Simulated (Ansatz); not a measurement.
# C2H4B2O: the cost of one run

Method: the settings change from run to run; program: Ansatz 0.2.0, Gaussian basis.

## 1. The molecule

An earlier PBE0-D4 in a triple-zeta def2 set relaxation fixed the geometry.

9 atoms, charge 0, spin multiplicity 1.

Atoms are counted from 1 here; the program's logs count them from 0.

Bond lengths: B1–C2 1.490 Å, B1–H6 1.194 Å, B1–H7 1.194 Å, C2–C3 1.222 Å, C3–B4 1.515 Å, B4–O5 1.351 Å, B4–H8 1.200 Å, O5–H9 0.960 Å. Angles: C2–B1–H6 119.8°, C2–B1–H7 119.8°, H6–B1–H7 120.4°, B1–C2–C3 179.3°, C2–C3–B4 176.5°, C3–B4–O5 119.4°, C3–B4–H8 119.0°, O5–B4–H8 121.6°, B4–O5–H9 112.8°.

## 2. r2SCANh/def2-SVP

This run has multiplicity 3.

in.yaml reads:

```yaml
crystal:
  periodic: [false, false, false]
  atoms:
    - {symbol: B, position_ang: [1.290100, -0.110867, 2.188111]}
    - {symbol: C, position_ang: [0.501541, -0.019673, 0.926932]}
    - {symbol: C, position_ang: [-0.135204, 0.047393, -0.113639]}
    - {symbol: B, position_ang: [-0.988582, 0.182058, -1.358655]}
    - {symbol: O, position_ang: [-0.583006, -0.401423, -2.508233]}
    - {symbol: H, position_ang: [1.091930, -1.010001, 2.947892]}
    - {symbol: H, position_ang: [2.115372, 0.716214, 2.432751]}
    - {symbol: H, position_ang: [-2.010821, 0.806644, -1.297215]}
    - {symbol: H, position_ang: [-1.192932, -0.256546, -3.235143]}
basis:
  gaussian: {orbitals: def2-SVP}
magnetization: {spin_polarized: true, initial_magnetization: 2}
hamiltonian: {xc: {name: r2SCANh}}
```

Run with:

```bash
$ ansatz run in.yaml --threads 2 --pin off --events-out ev --progress --plain --max-ram 4352MiB
```

What time and memory should one allow on 2 threads of Arm Neoverse V1, shared host?

About 12 s, with a peak of 0.32 GiB.
